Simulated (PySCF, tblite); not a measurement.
# C5H14N2Si: geometry, infrared bands and NMR shifts

Wanted: the infrared bands and NMR shifts of C5H14N2Si (`CN[C@H]1CCN([SiH3])C1`), by calculation.

The runs use tblite 0.8.0 and PySCF 2.14.0, with density-fitted response routines of our own; the level of theory stands in each step. All values are computed, except where a source is named. Atoms are numbered from 0 throughout.

### 1 The starting structure

22 atoms, charge 0, multiplicity 1; geometry from: force field or distance geometry start.

Bonds of the start (Å): C0–N1 1.44, N1–C2 1.45, C2–C3 1.50, C3–C4 1.52, C4–N5 1.45, N5–Si6 1.80, N5–C7 1.43, C7–C2 1.51, C0–H8 1.11, C0–H9 1.10, C0–H10 1.13, N1–H11 1.02, C2–H12 1.11, C3–H13 1.10, C3–H14 1.13, C4–H15 1.09, C4–H16 1.11, Si6–H17 1.48, Si6–H18 1.47, Si6–H19 1.47, C7–H20 1.12, C7–H21 1.11.

### 2 Optimising the geometry with GFN2-xTB

The job: settings as JSON, then the geometry in Å.

```
{"job": {"kind": "relax", "xc": "GFN2-xTB", "basis": "xTB"}, "charge": 0, "multiplicity": 1}
C     -2.859500     0.457600     0.532800
N     -1.883000     0.660100    -0.500100
C     -0.543700     0.292800    -0.071500
C     -0.423400    -1.147400     0.326800
C      1.093400    -1.291700     0.342600
N      1.576500    -0.408300    -0.701700
Si     2.808000     0.705300    -0.000200
C      0.475200     0.372700    -1.182700
H     -2.698100    -0.562800     0.948000
H     -2.783200     1.220600     1.322000
H     -3.885000     0.517100     0.071500
H     -2.152600     0.335000    -1.427400
H     -0.186700     0.899200     0.786100
H     -0.890000    -1.861600    -0.362300
H     -0.833500    -1.234600     1.381300
H      1.374800    -2.331100     0.145900
H      1.423900    -0.931200     1.343800
H      2.803900     0.546700     1.469700
H      4.119000     0.276400    -0.512200
H      2.569300     2.102400    -0.387700
H      0.765700     1.432900    -1.375700
H      0.118600    -0.030700    -2.149600
```

Command:

```
OMP_NUM_THREADS=1 python probes_run.py task.json out
```

The driver reads the jobs from task.json and runs them one after another.

**Question.** This job is followed by: GFN2-xTB harmonic vibrations, gas phase; GIAO PBE0/pcSseg-1 NMR shielding, non-relativistic, gas phase. What will the session give for the following? strongest single infrared mode (GFN2-xTB); zero-point energy (GFN2-xTB); ¹³C shifts against TMS (PBE0/pcSseg-1); ¹H shifts against TMS (PBE0/pcSseg-1, means over atoms taken as alike); ¹⁵N shifts against NH3 (PBE0/pcSseg-1); ²⁹Si shifts against TMS (PBE0/pcSseg-1).

As calculated:

```
                                                              quantity                                                            value
                             strongest single infrared mode (GFN2-xTB)                                            2163 cm⁻¹, 432 km/mol
                                          zero-point energy (GFN2-xTB)                                                   115.5 kcal/mol
                                ¹³C shifts against TMS (PBE0/pcSseg-1)                                 67.1, 61.8, 49.6, 38.4, 36.0 ppm
¹H shifts against TMS (PBE0/pcSseg-1, means over atoms taken as alike)  4.74, 3.34, 3.28, 3.08, 2.95, 2.59, 2.56, 2.34, 1.03, -0.58 ppm
                                ¹⁵N shifts against NH3 (PBE0/pcSseg-1)                                                   56.7, 23.2 ppm
                               ²⁹Si shifts against TMS (PBE0/pcSseg-1)                                                        -56.1 ppm
```

What this shows: Relaxing lowered the energy by 0.976 eV in 127 steps; the close pair that moved most is N5–Si6, from 1.802 to 1.709 Å. The lowest mode is imaginary (78i cm⁻¹), so the xTB geometry is not a minimum. The strongest single mode, at 2163 cm⁻¹, moves mainly H17 and H18. GFN2-xTB is a fitted tight-binding method: band positions and strengths are rough. Its intensities can rank the bands wrongly. The most deshielded carbon is C2 (sp3 CH bonded to N), at 67.1 ppm: deshielded by the electronegative neighbour. At PBE0/pcSseg-1: The largest span, 120 ppm, is at Si6, where the paramagnetic term is -475 ppm.
